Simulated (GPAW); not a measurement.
# GeCN2 (R-3m) in GPAW: reference runs

Reference runs on GeCN2: the cell as given.

Everything below comes from runs of GPAW 26.7.0. Logs are shortened: lines on timing, memory, paths and dates and some standing lists are left out, and cuts for length are marked. The log counts tension as positive stress, the text compression.

## (1) The structure

It takes space group R-3m (No. 166, trigonal). Conventional cell: a = 3.588 Å, b = 3.588 Å, c = 14.766 Å, α = 90.00°, β = 90.00°, γ = 120.00°. Ge (site symmetry -3m) has 6 N at 2.40 Å as nearest neighbours. Around N (site symmetry 3m) lie 1 C at 1.24 Å. C (site symmetry -3m) has 2 N at 1.24 Å as nearest neighbours.

The cell comes from a database or a generator and needn't be the stable form of this composition.

## (2) Single point, PBEsol

File run.py:

```python
from ase import Atoms
from ase.dft.bandgap import bandgap
from ase.io import write
from ase.units import GPa
from gpaw import GPAW, PW, setup_paths

setup_paths.insert(0, '.')

atoms = Atoms(['Ge', 'N', 'N', 'C'],
              cell=[[1.7937903697, 1.0356453528, 4.9219572124],
                    [-1.7937903697, 1.0356453528, 4.9219572124],
                    [0.0, -2.0712907056, 4.9219572124]],
              scaled_positions=[[0.0, 0.0, 0.0],
                                [0.5839044, 0.5839044, 0.5839044],
                                [0.4160956, 0.4160956, 0.4160956],
                                [0.5, 0.5, 0.5]],
              pbc=True)

calc = GPAW(mode=PW(800),
            xc='PBEsol',
            kpts={'size': (9, 9, 9), 'gamma': True},
            occupations={'name': 'fermi-dirac', 'width': 0.05},
            nbands=20,
            convergence={'density': 1e-05, 'energy': 1e-05},
            maxiter=150,
            txt='gpaw.txt')
atoms.calc = calc
energy = atoms.get_potential_energy()
forces = atoms.get_forces()
stress = atoms.get_stress()
calc.write('gs.gpw')
write('result.traj', atoms)
print(f'Energy: {energy:.6f} eV')
print('Forces (eV/A):')
print(forces.round(4))
print('Stress (GPa):', (stress / GPa).round(3))
print('Fermi level:', round(calc.get_fermi_level(), 4), 'eV')
print(f'Gap: {bandgap(calc)[0]:.4f} eV, direct: {bandgap(calc, direct=True)[0]:.4f} eV')
```

Potentials or basis: PAW data sets generated in the run's folder for this functional, pw.

On the command line:

```console
$ gpaw-setup -f PBEsol C Ge N
$ OMP_NUM_THREADS=1 python run.py
```

gpaw.txt:

```text
__  _  _
 | _ |_)|_||  |
 |__||  | ||/\| - 26.7.0

Input parameters:
  mode=PW(ecut=800.0),
  convergence={'density': 1e-05, 'energy': 1e-05},
  kpts=MonkhorstPack(size=(9, 9, 9), gamma=True),
  maxiter=150,
  nbands=20,
  occupations=Occupations(name='fermi-dirac', width=0.05),
  xc=XC(name='PBEsol')

Diagonalizing LCAO Hamiltonian
Converting LCAO to pw mode

       N
       C

       N

       Ge

Atoms  # Å, Bohr magnetons
|   | symbol |         x |         y |        z |    initial magnetic moments |
|---|--------|-----------|-----------|----------|-----------------------------|
| 0 |     Ge |  0.000000 |  0.000000 | 0.000000 | ( 0.0000,  0.0000,  0.0000) |
| 1 |      N | -0.000000 | -0.000000 | 8.621857 | ( 0.0000,  0.0000,  0.0000) |
| 2 |      N | -0.000000 |  0.000000 | 6.144014 | ( 0.0000,  0.0000,  0.0000) |
| 3 |      C |  0.000000 |  0.000000 | 7.382936 | ( 0.0000,  0.0000,  0.0000) |

Unit cell  # Å
| periodic |         x |         y |        z |  lengths |    angles |
|----------|-----------|-----------|----------|----------|-----------|
|      yes |  1.793790 |  1.035645 | 4.921957 | 5.340029 | 39.256253 |
|      yes | -1.793790 |  1.035645 | 4.921957 | 5.340029 | 39.256253 |
|      yes |  0.000000 | -2.071291 | 4.921957 | 5.340029 | 39.256253 |

Number of symmetries: 12
Symmetry operations  # r_c * U_cc + t_c -> r_c
|    | kind |            matrix            |
|----|------|------------------------------|
|  0 |  E   |  1, 0, 0,  0, 1, 0,  0, 0, 1 |
|  1 |  σ   |  1, 0, 0,  0, 0, 1,  0, 1, 0 |
|  2 |  σ   |  0, 1, 0,  1, 0, 0,  0, 0, 1 |
|  3 |  C3  |  0, 1, 0,  0, 0, 1,  1, 0, 0 |
|  4 |  C3  |  0, 0, 1,  1, 0, 0,  0, 1, 0 |
|  5 |  σ   |  0, 0, 1,  0, 1, 0,  1, 0, 0 |
|  6 |  C2  |  0, 0,-1,  0,-1, 0, -1, 0, 0 |
|  7 |  S6  |  0, 0,-1, -1, 0, 0,  0,-1, 0 |
|  8 |  S6  |  0,-1, 0,  0, 0,-1, -1, 0, 0 |
|  9 |  C2  |  0,-1, 0, -1, 0, 0,  0, 0,-1 |
| 10 |  C2  | -1, 0, 0,  0, 0,-1,  0,-1, 0 |
| 11 |  i   | -1, 0, 0,  0,-1, 0,  0, 0,-1 |

BZ-sampling:
  Number of BZ points: 729
  Number of IBZ points: 85

  Monkhorst-Pack size: [9, 9, 9]
  Monkhorst-Pack shift: [0, 0, 0]

K-points  # in reciprocal-cell coordinates
|     |                                coordinates |     weight |
|-----|--------------------------------------------|------------|
|   0 | (  0.00000000,   0.00000000,   0.00000000) | 0.00137174 |
|   1 | (  0.11111111,   0.00000000,  -0.11111111) | 0.00823045 |
|   2 | (  0.11111111,   0.00000000,   0.00000000) | 0.00823045 |
|   3 | (  0.11111111,   0.11111111,  -0.11111111) | 0.00823045 |
|   4 | (  0.11111111,   0.11111111,   0.00000000) | 0.00823045 |
|   5 | (  0.11111111,   0.11111111,   0.11111111) | 0.00274348 |
|   6 | (  0.22222222,  -0.11111111,  -0.11111111) | 0.00823045 |
|   7 | (  0.22222222,   0.00000000,  -0.22222222) | 0.00823045 |
|   8 | (  0.22222222,   0.00000000,  -0.11111111) | 0.01646091 |
|   9 | (  0.22222222,   0.00000000,   0.00000000) | 0.00823045 |
| ... |                                            |            |
|  84 | (  0.44444444,   0.44444444,   0.44444444) | 0.00274348 |

Plane wave coefficients: 2839
Cutoff: 800.0 eV

Spin-components: 1 (collinear spins)
Bands:           20
Projectors:      20
Spin-degeneracy: 2
Datatype:        complex128

Parallelization:
  kpt:    1
  domain: 1
  band:   1

Density:
  Valence electrons: 18.0
  Components: 1
  Grid points: [35 35 35]
  Charge: 0.0  # |e|

Potential:
  Grid points: [35 35 35]

species:
  Ge:
    name:    Germanium
    Z:       32.0
    valence: 4
    core:    28
    charge:  0.0  # [|e|]
    compensation charges:
      type: gauss
      rc: 0.32  # [Å]
      lmax: 2
    cutoffs:
      filter: 1.77  # [Å]
      core: 3.42  # [Å]
    projectors
    | kind |    occ | energy [eV] | rcut [Å] |
    |------|--------|-------------|----------|
    |   4s |  2.000 |     -11.738 |    1.005 |
    |   4p |  2.000 |      -3.898 |    1.005 |
    |    s |        |      15.473 |    1.005 |
    |    p |        |      23.314 |    1.005 |
    |    d |        |       0.000 |    1.005 |

    Using partial waves for Ge as LCAO basis

  N:
    name:    Nitrogen
    Z:       7.0
    valence: 5
    core:    2
    charge:  0.0  # [|e|]
    compensation charges:
      type: gauss
      rc: 0.18  # [Å]
      lmax: 2
    cutoffs:
      filter: 1.11  # [Å]
      core: 0.96  # [Å]
    projectors
    | kind |    occ | energy [eV] | rcut [Å] |
    |------|--------|-------------|----------|
    |   2s |  2.000 |     -18.455 |    0.603 |
    |   2p |  3.000 |      -7.035 |    0.529 |
    |    s |        |       8.756 |    0.603 |
    |    p |        |      20.177 |    0.529 |
    |    d |        |       0.000 |    0.577 |

    Using partial waves for N as LCAO basis

  C:
    name:    Carbon
    Z:       6.0
    valence: 4
    core:    2
    charge:  0.0  # [|e|]
    compensation charges:
      type: gauss
      rc: 0.20  # [Å]
      lmax: 2
    cutoffs:
      filter: 1.14  # [Å]
      core: 1.14  # [Å]
    projectors
    | kind |    occ | energy [eV] | rcut [Å] |
    |------|--------|-------------|----------|
    |   2s |  2.000 |     -13.648 |    0.635 |
    |   2p |  2.000 |      -5.232 |    0.635 |
    |    s |        |      13.563 |    0.635 |
    |    p |        |      21.979 |    0.635 |
    |    d |        |       0.000 |    0.635 |

    Using partial waves for C as LCAO basis

Reference energy: -61030.662083  # eV

eigensolver:
  PPCG
  Converge bands: occupied
  niter=2

density mixing:
  MSR1-Mixer
  Pratt-step length: 0.05
  Maximum mixing coefficient: 0.75
  Old densities: 10
  SVD Regularization: 0.005
  Good broyden scale: 1.0
  Trust region scale: 1.0
  Backstep threshold: 4.0
  History deletion threshold: 6.0
  Fourier metric: weight=20.0, sigma=0.015

occupation numbers:
  Fermi-Dirac:
    width: 0.0500  # eV

poisson solver:
  ecut: 6400.0  # eV

xc functional:
  name: PBEsol with 2 nearest neighbor stencil

convergence criteria:
- Maximum integral of absolute [dens]ity change: 1e-05 electrons / valence electron
- Maximum [total energy] change in last 3 cyles: 1e-05 eV / valence electron
- Maximum integral of absolute [eigenst]ate change: 4e-08 eV^2 / valence electron
maximum number of iterations: 150

SCF iterations
|iter     | |      energy | eigst |  dens |
|---------|-|-------------|-------|-------|
|iter:   1| |  -33.712353 | +0.39 |       |
|iter:   2| |  -33.002377 | -1.59 | -0.71 |
|iter:   3| |  -30.775158 | -0.91 | -0.77 |
|iter:   4| |  -30.748909 | -2.63 | -1.44 |
|iter:   5| |  -30.747478 | -2.77 | -1.80 |
|iter:   6| |  -30.743926 | -3.45 | -2.09 |
|iter:   7| |  -30.743993 | -4.86 | -2.72 |
|iter:   8| |  -30.743997c| -6.28 | -3.48 |
|iter:   9| |  -30.743998c| -7.41c| -4.02 |
|iter:  10| |  -30.743998c| -7.91c| -4.88 |
|iter:  11| |  -30.743998c| -8.59c| -5.38c|

Converged in 11 steps
Energy contributions relative to reference atoms: (reference = -61030.662083)

Energy contributions:
  Kinetic:          26.759946
  Coulomb:         -29.406617
  Zero:              0.201231
  External:          0.000000
  Xc:              -28.298558
  Entropy:          -0.000001
  Spinorbit:         0.000000
  ----------------------------
  Free energy:     -30.743998
  Extrapolated:    -30.743998

dipole moment: (-0.000000, -0.000000, -48.709561)  # |e|*Ang

Fermi level: 5.116
Eigenvalues  # (at kpt = [0.000, 0.000, 0.000])
| band index |      eig [eV] | occ [0-2] |
|------------|---------------|-----------|
|          0 |       -14.592 |     2.000 |
|          1 |       -12.444 |     2.000 |
|          2 |        -6.113 |     2.000 |
|          3 |        -0.830 |     2.000 |
|          4 |        -0.602 |     2.000 |
|          5 |        -0.602 |     2.000 |
[... 9 lines left out ...]
|         15 |        14.440 |     0.000 |
|         16 |        15.162 |     0.000 |
|        ... |               |           |
|         19 |        18.630 |     0.000 |

Gap: 1.007 eV
Transition (v -> c):
  (s=0, k=78, n=8, [0.44, 0.44, -0.22]) -> (s=0, k=84, n=9, [0.44, 0.44, 0.44])
Direct/indirect transitions are different
Direct gap: 1.833 eV
Transition at: (s=0, k=76, n=8, [0.44, 0.44, -0.44])

Forces  # eV/Ang
|       x |        y |        z |
|---------|----------|----------|
| 0.00000 |  0.00000 |  0.00000 |  # Ge   0
| 0.00000 |  0.00000 |  0.12819 |  # N    1
| 0.00000 | -0.00000 | -0.12819 |  # N    2
| 0.00000 |  0.00000 | -0.00000 |  # C    3

Stress tensor  # eV/Ang^3
|         x |        y |        z |
|-----------|----------|----------|
|  0.025899 | 0.000000 | 0.000000 |
| -0.000000 | 0.025899 | 0.000000 |
|  0.000000 | 0.000000 | 0.024302 |

# Writing to gs.gpw (mode='')
```

It took 2.4 min on 1 thread of Arm Neoverse V2, shared host; peak memory 0.32 GiB.

Results:

| Item | Value |
| --- | --- |
| Free energy | -30.7440 eV |
| Pressure | -4.1 GPa |
| Largest force | 0.128 eV/Å |
| Band gap on the k mesh | 1.01 eV, indirect (least direct gap 1.83 eV) |

Forces in eV/Å, atoms in the order of the input:
```
Ge   0.000  0.000  0.000
N    0.000  0.000  0.128
N    0.000  0.000 -0.128
C    0.000  0.000  0.000
```

Stress tensor (GPa, compression positive):
```
-4.15  0.00  0.00
 0.00 -4.15  0.00
 0.00  0.00 -3.89
```

Levels at points of the mesh, in eV from the valence-band top:
| k point | band 5 | band 6 | band 7 | band 8 | band 9 | band 10 | band 11 | band 12 | band 13 | band 14 |
| --- | --- | --- | --- | --- | --- | --- | --- | --- | --- | --- |
| (0.00, 0.00, 0.00) | -5.17 | -5.17 | -2.08 | -1.89 | -1.89 | 2.46 | 3.24 | 3.24 | 4.93 | 7.27 |

Caveat: an odd mesh through Γ misses points on the zone boundary, where band edges often lie; the program warned that so skewed a cell can give wrong results.
